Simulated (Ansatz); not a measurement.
# CH₇AlS₂Si: small, medium and large basis sets

The task here is to estimate one member of a computed series from the others.

Program: Ansatz 0.2.0, Gaussian basis. Level of theory: one geometry, several basis sets. These are calculated values, not measurements.

Plan: PBE0-D4/def2-SVP; ωB97M-V/def2-SVP; PBE0-D4/def2-QZVPP; ωB97M-V/def2-QZVPP; the functionals' def2-TZVPP values are taken from earlier runs.

### Structure used throughout

All runs share one geometry, relaxed beforehand with PBE0-D4 in a triple-zeta def2 set.

12 atoms, charge 0, spin multiplicity 1.

Atoms are counted from 1 here; the program's logs count them from 0.

Bond lengths: C1–S2 1.818 Å, C1–H6 1.090 Å, C1–H7 1.089 Å, C1–H8 1.089 Å, S2–Si3 2.204 Å, S2–Al5 2.463 Å, Si3–S4 2.078 Å, Si3–H9 1.485 Å, Si3–H10 1.483 Å, S4–Al5 2.297 Å, Al5–H11 1.587 Å, Al5–H12 1.585 Å. Angles: S2–C1–H6 110.5°, S2–C1–H7 107.2°, S2–C1–H8 108.9°, H6–C1–H7 109.4°, H6–C1–H8 110.6°, H7–C1–H8 110.1°, C1–S2–Si3 99.2°, C1–S2–Al5 97.6°, Si3–S2–Al5 77.0°, S2–Si3–S4 103.3°, S2–Si3–H9 106.9°, S2–Si3–H10 102.9°, S4–Si3–H9 115.2°, S4–Si3–H10 116.8°, H9–Si3–H10 110.3°, Si3–S4–Al5 83.3°, S2–Al5–S4 89.7°, S2–Al5–H11 103.8° and more.

Set-up of the first run:

The input, in.yaml:

```yaml
crystal:
  periodic: [false, false, false]
  atoms:
    - {symbol: C, position_ang: [-1.161098, -0.156586, 1.311521]}
    - {symbol: S, position_ang: [0.502869, 0.500919, 0.987793]}
    - {symbol: Si, position_ang: [1.269694, -1.106867, -0.310021]}
    - {symbol: S, position_ang: [0.308571, -0.758328, -2.119641]}
    - {symbol: Al, position_ang: [0.076915, 1.366602, -1.277947]}
    - {symbol: H, position_ang: [-1.590172, -0.575866, 0.401496]}
    - {symbol: H, position_ang: [-1.774845, 0.675798, 1.651150]}
    - {symbol: H, position_ang: [-1.096051, -0.915753, 2.088957]}
    - {symbol: H, position_ang: [0.928264, -2.392332, 0.349551]}
    - {symbol: H, position_ang: [2.735697, -0.886924, -0.278521]}
    - {symbol: H, position_ang: [-1.428629, 1.865214, -1.216946]}
    - {symbol: H, position_ang: [1.305887, 2.328924, -1.553392]}
basis:
  gaussian: {orbitals: def2-SVP}
hamiltonian: {xc: pbe0, dispersion: d4}
output: {orbitals: {seedname: orbitals}}
```

Among the steps run: PBE0-D4 in def2-SVP; ωB97M-V in def2-SVP; PBE0-D4 in def2-QZVPP; ωB97M-V in def2-QZVPP.

One of the session's tables, all rows but one given; the rest of the session is left out.

It belongs to the step «Density functionals: the series». 

```
functional       basis  HOMO (eV)
   PBE0-D4    def2-SVP      -7.18
   PBE0-D4  def2-TZVPP      -7.21
   PBE0-D4  def2-QZVPP      -7.23
   ωB97M-V    def2-SVP      -9.26
   ωB97M-V  def2-TZVPP      -9.35
   ωB97M-V  def2-QZVPP          ?
```

Q: Estimate the row for ωB97M-V, def2-QZVPP from the others.

**Answer.** HOMO (eV): -9.37. In the column «HOMO (eV)» it is the lowest.
